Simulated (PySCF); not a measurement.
**C3H5AlF− (SMILES C#[C][AlH2-][CH2]F) at 5 levels**

We compute a comparison of 5 runs (HF/STO-3G, HF/def2-SVP, r2SCAN/3-21G, B3LYP/6-31G*, TPSS/6-31G**) of C3H5AlF−. 

The calculation is run with PySCF 2.14.0.

## (1) The system as given

C3H5AlF−: 10 atoms, total charge -1, spin state singlet. As SMILES, `C#[C][AlH2-][CH2]F`. The shape comes from GFN2-xTB, which is rough for such elements, and wasn't checked as a minimum. This is one conformer, not always the lowest.

Bond lengths: C1–C2 1.211 Å, C2–Al3 2.001 Å, Al3–C4 2.073 Å, C4–F5 1.417 Å, C1–H6 1.061 Å, Al3–H7 1.599 Å, Al3–H8 1.615 Å, C4–H9 1.108 Å, C4–H10 1.108 Å. Some angles: C1–C2–Al3 177.0°, C2–Al3–C4 110.5°, Al3–C4–F5 125.2°, C2–C1–H6 179.6°, C2–Al3–H7 112.3°, C2–Al3–H8 111.7°, C4–Al3–H7 111.6°, C4–Al3–H8 99.4°, Al3–C4–H9 108.5°, Al3–C4–H10 109.5°.

## (2) Energy and forces at HF/STO-3G (run 1)

The input, input.xyz:

```xyz
10

C     -2.437090    -0.661790     1.318180
C     -1.356360    -0.671970     0.771380
Al     0.440170    -0.788670    -0.101110
C      1.054670     1.081980    -0.748460
F      0.457910     1.819290    -1.801490
H     -3.385520    -0.647350     1.792810
H      0.470850    -1.861630    -1.286790
H      1.606150    -1.092810     0.973460
H      1.023840     1.779800     0.111960
H      2.125370     1.043150    -1.029960
```

The input, run.py:

```python
# C#[C][AlH2-][CH2]F
from pyscf import gto

mol = gto.Mole()
mol.atom = 'input.xyz'
mol.verbose = 4
mol.charge = -1
mol.basis = 'sto-3g'
mol.max_memory = 1860
mol.spin = 0
mol.build()

hf = mol.RHF()
hf.conv_tol = 1e-10
hf.kernel()
if not hf.converged:
    hf = hf.newton().run(hf.mo_coeff, hf.mo_occ)

energy = hf.e_tot
print(f'total energy: {energy:.8f} hartree')
grad = hf.nuc_grad_method().kernel()
hf.analyze()
```

The run is started by

```
$ OMP_NUM_THREADS=1 python run.py
```

Standard output:

```text
PySCF version 2.14.0

[... 67 lines left out ...]
total energy: -451.99774376 hartree
[... 21 lines left out ...]
MO #2   energy= -25.6629441018613  occ= 2
[... 7 lines left out ...]
MO #10  energy= -1.24446775886399  occ= 2
[... 7 lines left out ...]
MO #18  energy= -0.190778415377757 occ= 2
[... 7 lines left out ...]
MO #26  energy= 0.703562833624012  occ= 0
[... 7 lines left out ...]
MO #34  energy= 1.64103984394282   occ= 0
[... 48 lines left out ...]
WARN: System has nonzero charge -1; the dipole moment is origin-dependent.
Location of origin: [0. 0. 0.]

Dipole moment(X, Y, Z, Debye): -0.35447,  1.34092,  0.72289
```

It took 1.9 s on 1 thread of Intel Xeon at 2.70GHz, shared host; peak memory 0.12 GiB.

## (3) Energy and gradient at HF/def2-SVP (run 2)

The input, run.py:

```python
# C#[C][AlH2-][CH2]F
from pyscf import gto

molecule = gto.Mole()
molecule.atom = '''
C     -2.437090    -0.661790     1.318180
C     -1.356360    -0.671970     0.771380
Al     0.440170    -0.788670    -0.101110
C      1.054670     1.081980    -0.748460
F      0.457910     1.819290    -1.801490
H     -3.385520    -0.647350     1.792810
H      0.470850    -1.861630    -1.286790
H      1.606150    -1.092810     0.973460
H      1.023840     1.779800     0.111960
H      2.125370     1.043150    -1.029960
'''
molecule.verbose = 3
molecule.charge = -1
molecule.basis = 'def2-svp'
molecule.spin = 0
molecule.max_memory = 1860
molecule.build()

mf = molecule.RHF()
mf.conv_tol = 1e-10
mf.kernel()
if not mf.converged:
    mf = mf.newton().run(mf.mo_coeff, mf.mo_occ)

e_final = mf.e_tot
print('Final energy', e_final)
grad = mf.nuc_grad_method().kernel()
mf.analyze()
```

The run is started by

```
$ OMP_NUM_THREADS=1 python run.py
```

Standard output:

```text
converged SCF energy = -457.584839377717
[... 23 lines left out ...]
MO #14  energy= -0.494230315946258 occ= 2
[... 16 lines left out ...]
MO #31  energy= 0.419862101234118  occ= 0
[... 16 lines left out ...]
MO #48  energy= 1.00192060433726   occ= 0
[... 16 lines left out ...]
MO #65  energy= 1.75885745956499   occ= 0
[... 16 lines left out ...]
MO #82  energy= 2.45587159263272   occ= 0
[... 16 lines left out ...]
MO #99  energy= 4.34511648411588   occ= 0
[... 12 lines left out ...]
WARN: System has nonzero charge -1; the dipole moment is origin-dependent.
Location of origin: [0. 0. 0.]

Dipole moment(X, Y, Z, Debye): -0.82048,  1.57634,  1.75246
```

Run time: 11 s. Hardware: 1 thread of Intel Xeon at 2.70GHz, shared host; peak memory 0.21 GiB.

Runs 3 to 4 aren't shown in full; the table further down has their settings and results.

## (4) Energy and forces at TPSS/6-31G(d,p) (spherical functions) (run 5)

The input, input.py:

```python
# C#[C][AlH2-][CH2]F
from pyscf import gto, dft

mol = gto.Mole()
mol.atom = [
    ('C', (-2.437090, -0.661790, 1.318180)),
    ('C', (-1.356360, -0.671970, 0.771380)),
    ('Al', (0.440170, -0.788670, -0.101110)),
    ('C', (1.054670, 1.081980, -0.748460)),
    ('F', (0.457910, 1.819290, -1.801490)),
    ('H', (-3.385520, -0.647350, 1.792810)),
    ('H', (0.470850, -1.861630, -1.286790)),
    ('H', (1.606150, -1.092810, 0.973460)),
    ('H', (1.023840, 1.779800, 0.111960)),
    ('H', (2.125370, 1.043150, -1.029960)),
]
mol.charge = -1
mol.max_memory = 1860
mol.basis = '6-31g**'
mol.verbose = 4
mol.build()

mf = dft.RKS(mol)
mf.xc = 'tpss'
mf.conv_tol = 1e-10
mf.grids.level = 5
mf.kernel()
if not mf.converged:
    mf = mf.newton().run(mf.mo_coeff, mf.mo_occ)

e_final = mf.e_tot
print(f'total energy: {e_final:.8f} hartree')
grad = mf.nuc_grad_method().kernel()
mf.analyze()
```

The run is started by

```
$ OMP_NUM_THREADS=1 python input.py
```

Standard output:

```text
PySCF version 2.14.0

[... 107 lines left out ...]
MO #4   energy= -9.81091908935809  occ= 2
[... 18 lines left out ...]
MO #23  energy= -0.0241896044210197 occ= 2
[... 18 lines left out ...]
MO #42  energy= 0.718177129013949  occ= 0
[... 18 lines left out ...]
MO #61  energy= 1.41139915479899   occ= 0
[... 18 lines left out ...]
MO #80  energy= 2.31539480312195   occ= 0
[... 18 lines left out ...]
MO #99  energy= 4.08185761343171   occ= 0
[... 113 lines left out ...]
WARN: System has nonzero charge -1; the dipole moment is origin-dependent.
Location of origin: [0. 0. 0.]

Dipole moment(X, Y, Z, Debye): -0.76493,  1.94589,  1.32489
```

Run time: 67 s. Hardware: 1 thread of Intel Xeon at 2.70GHz, shared host; peak memory 1 GiB.

## (5) The series

```
run                               level  integration grid  energy (Eh)  HOMO energy (eV)  LUMO energy (eV)  HOMO–LUMO gap (eV)  wall time
  1                           HF/STO-3G                 –  -451.997744             -2.04             16.58               18.62      1.9 s
  2                         HF/def2-SVP                 –  -457.584839             -5.52              8.27               13.79       11 s
  3                        r2SCAN/3-21G                 5  -456.873717             -0.61              4.88                5.49       34 s
  4  B3LYP/6-31G* (spherical functions)                 5  -459.560647             -1.66              5.14                6.80       36 s
  5  TPSS/6-31G** (spherical functions)                 5  -459.596344             -0.66              4.61                5.27       67 s
```

## (6) What came out

| quantity | value |
| --- | --- |
| run 5: total energy | -459.59634 Eh |
| run 5: HOMO energy | -0.66 eV |
| run 5: LUMO energy | 4.61 eV |
| run 5: HOMO–LUMO gap (to an unbound level, set by the basis) | 5.27 eV |
| run 5: largest force on an atom | 2.112 eV/Å |

What this shows: The HOMO–LUMO gap runs from 5.27 eV (TPSS/6-31G**) to 18.62 eV (HF/STO-3G). The two ends differ in method and basis. The empty levels of an anion lie above zero and hang on the basis. Totals of different functionals can't be ranked against each other. In run 1 the basis is minimal, so the values are rough. All runs together took 2.5 min, the longest 67 s.
